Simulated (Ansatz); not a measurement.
Here is an Ansatz input file for InP, space group F-43m. Write the same calculation for the Python package.

```yaml
crystal:
  lattice:
    bravais: fcc
    a: 5.861
  space_group: 216
  atoms:
    - { symbol: In, position: [0.0, 0.0, 0.0] }
    - { symbol: P, position: [0.25, 0.25, 0.75] }
  reduce_to_primitive: true
kpoints:
  mp_grid:
    kspacing: 0.35714285714285715
hamiltonian:
  xc: r2scan
  pseudopotentials:
    kind: paw
scf:
  occupations:
    method: fixed
relax:
  f_tol: 0.05
  max_steps: 60
  cell:
    fix: [c, angles]
```

`inp.py`:
```python
"""Relax cell and ions of InP."""

import ansatz
from ase import Atoms
from ase.data import atomic_numbers
from ase.neighborlist import neighbor_list
import numpy as np
from pymatgen.core import Structure
from pymatgen.symmetry.analyzer import SpacegroupAnalyzer
import spglib

XC = "r2SCAN"
SMEARING = "fixed"
K_DENSITY = 2.8
FMAX = 0.05

def edges_and_angles(cell):
    cell = np.asarray(cell)
    a, b, c = np.linalg.norm(cell, axis=1)
    cosines = cell[1] @ cell[2] / (b * c), cell[0] @ cell[2] / (a * c), cell[0] @ cell[1] / (a * b)
    return (a, b, c, *np.degrees(np.arccos(cosines)))


def main() -> None:
    inp = (
        ansatz.Lattice.fcc(5.861)
        .space_group(216)
        .atom("In", (0.0, 0.0, 0.0))
        .atom("P", (0.25, 0.25, 0.75))
        .primitive()
    )

    # part of the cell is held
    calc = (
        inp.calculation()
        .functional(XC)
        .occupations(SMEARING)
        .pseudopotentials("paw")
        .kpoints(density=K_DENSITY)
        .relax(force_tolerance=FMAX, max_steps=60, fix_cell=["c", "angles"])
    )
    steps = []


    def collect(event):
        if event["event"] == "relax_step":
            steps.append(event["data"])


    outcome = calc.session().plan().execute(on_event=collect)
    r = outcome.report
    for s in steps:
        flag = "" if s["accepted"] else "  (rejected)"
        print("step %2d  E = %.5f eV  largest force component = %.4f eV/A%s" % (s["step"], s["lagrangian_ev"], s["allowed_force_max_ev_ang"], flag))

    first, last = steps[0], steps[-1]
    symbols = [site.symbol for site in outcome.lattice.sites]
    print(f"energy gained {first['lagrangian_ev'] - last['lagrangian_ev']:.4f} eV in {len(steps) - 1} steps")
    for label, vectors in (("before", first["cell_ang"]), ("after", outcome.lattice.cell_ang)):
        print(label, "a b c (A) {:.4f} {:.4f} {:.4f}  angles {:.2f} {:.2f} {:.2f}".format(*edges_and_angles(vectors)), f" V = {abs(np.linalg.det(vectors)):.3f} A^3")
    print("final stress xx yy zz (GPa, compression positive):", np.round(np.diag(r["stress_gpa"]), 3) + 0.0)

    print("atom   start x y z (A)              end x y z (A)")
    for symbol, a, b in zip(symbols, first["positions_ang"], last["positions_ang"]):
        print(f"{symbol:3s}", " ".join(f"{v:8.4f}" for v in a), "  ", " ".join(f"{v:8.4f}" for v in b))

    final = Atoms(symbols, positions=last["positions_ang"], cell=outcome.lattice.cell_ang, pbc=True)
    i, j, d = neighbor_list("ijd", final, 4.5)
    print("neighbours within 1.15 times the shortest distance of each atom (A)")
    for atom in range(len(final)):
        near = [m for m in np.argsort(d) if i[m] == atom]
        shell = [m for m in near if d[m] < 1.15 * d[near[0]]]
        print(f"{symbols[atom]}{atom} ({len(shell)}):", ", ".join(f"{symbols[j[m]]} {d[m]:.3f}" for m in shell))

    fractions = [site.position_frac for site in outcome.lattice.sites]
    numbers = [atomic_numbers[s] for s in symbols]
    for tolerance in (1e-3, 1e-2, 1e-1):
        print(f"space group at {tolerance} A:", spglib.get_spacegroup((outcome.lattice.cell_ang, fractions, numbers), symprec=tolerance))

    print("%-22s %14.5f eV" % ("F = E - TS", r["free_energy_ev"]))
    print("%-22s %14.5f eV" % ("E", r["internal_energy_ev"]))
    print("%-22s %14.5f eV" % ("Harris-Foulkes", r["harris_foulkes_ev"]))
    print("%-22s %14.5f eV" % ("Fermi level", r["fermi_energy_ev"]))

    final = Structure(outcome.lattice.cell_ang, [s.symbol for s in outcome.lattice.sites], [s.position_frac for s in outcome.lattice.sites])
    analyser = SpacegroupAnalyzer(final, symprec=0.01)
    standard = analyser.get_conventional_standard_structure()
    print(analyser.get_crystal_system(), analyser.get_space_group_symbol(), len(standard), "atoms in the conventional cell")
    print("a b c (A):", [round(x, 4) for x in standard.lattice.abc], " angles:", [round(x, 2) for x in standard.lattice.angles])
    print(f"mass density {float(final.density):.3f} g/cm^3")


if __name__ == "__main__":
    main()
```

```console
$ python inp.py
DeckWarning: basis.ecutwfc = 500 eV, auto-derived from the records' recommended cutoffs: set by In (their level for a meta-GGA)
DeckWarning: crystal.symmetry: narrowed to the stabiliser of the fixed cell quantities (relax.cell.fix) — unitary ops 24 → 8. The narrowing is safe, since a smaller group never makes results wrong: [...]
step  1  E = -6371.72292 eV  largest force component = 0.0000 eV/A
step  2  E = -6371.72822 eV  largest force component = 0.0000 eV/A
step  3  E = -6371.72837 eV  largest force component = 0.0000 eV/A
step  4  E = -6371.72848 eV  largest force component = 0.0000 eV/A
energy gained 0.0056 eV in 3 steps
before a b c (A) 4.1444 4.1444 4.1444  angles 60.00 60.00 60.00  V = 50.333 A^3
after a b c (A) 4.1665 4.1665 4.1885  angles 59.83 59.83 60.35  V = 51.411 A^3
final stress xx yy zz (GPa, compression positive): [-0.007 -0.007  0.456]
atom   start x y z (A)              end x y z (A)
In    0.0000   0.0000   0.0000     -0.0000  -0.0000   0.0000
P     4.3957   4.3957   4.3957      4.4426   4.4426   4.3957
neighbours within 1.15 times the shortest distance of each atom (A)
In0 (4): P 2.556, P 2.556, P 2.556, P 2.556
P1 (4): In 2.556, In 2.556, In 2.556, In 2.556
space group at 0.001 A: I-4m2 (119)
space group at 0.01 A: I-4m2 (119)
space group at 0.1 A: F-43m (216)
F = E - TS                -6371.72848 eV
E                         -6371.72848 eV
Harris-Foulkes            -6371.72848 eV
Fermi level                   6.58942 eV
tetragonal I-4m2 4 atoms in the conventional cell
a b c (A): [4.1885, 4.1885, 5.861]  angles: [90.0, 90.0, 90.0]
mass density 4.709 g/cm^3
```
(Warnings from the package without file and line, shortened.)

Total energies depend on the potentials; only differences at equal settings carry meaning. A total without «per atom» is that of the cell as typed. Forces vanish by symmetry, so the ions can't move, and the end may be a saddle. Part of the cell is held or a pressure is applied, so the end point needn't be the zero-pressure lattice. Under fixed occupations the level called the Fermi level is the highest filled one on the SCF mesh; off the mesh a filled band can lie a little above it. Only differences from the Fermi energy are physical; the zero of the scale is a convention. Energies along a relaxation are free energies. Rows at an unchanged volume are solved on a plane-wave basis chosen afresh for that cell, so the energy jumps there and such rows are no steps of the walk. Edges and angles are those of the cell as typed, here a primitive one, not of the conventional cell. Of the deposited cell: the entry's cell lengths or inner coordinates differ somewhat from later room-temperature determinations. The cell relaxed to the group I-4m2; tensors and edges are in the axes of the typed cell. The starting cell is as deposited in a crystallographic database; the results hold for this polymorph, which needn't be the stable one. Run time: 22 s on 1 thread of Intel(R) Xeon(R) Platinum 8259CL CPU @ 2.50GHz (Skylake/Cascade Lake) (shared host), peak memory 0.63 GiB.

(Lines on the test bed's own set-up are left out of the output.)
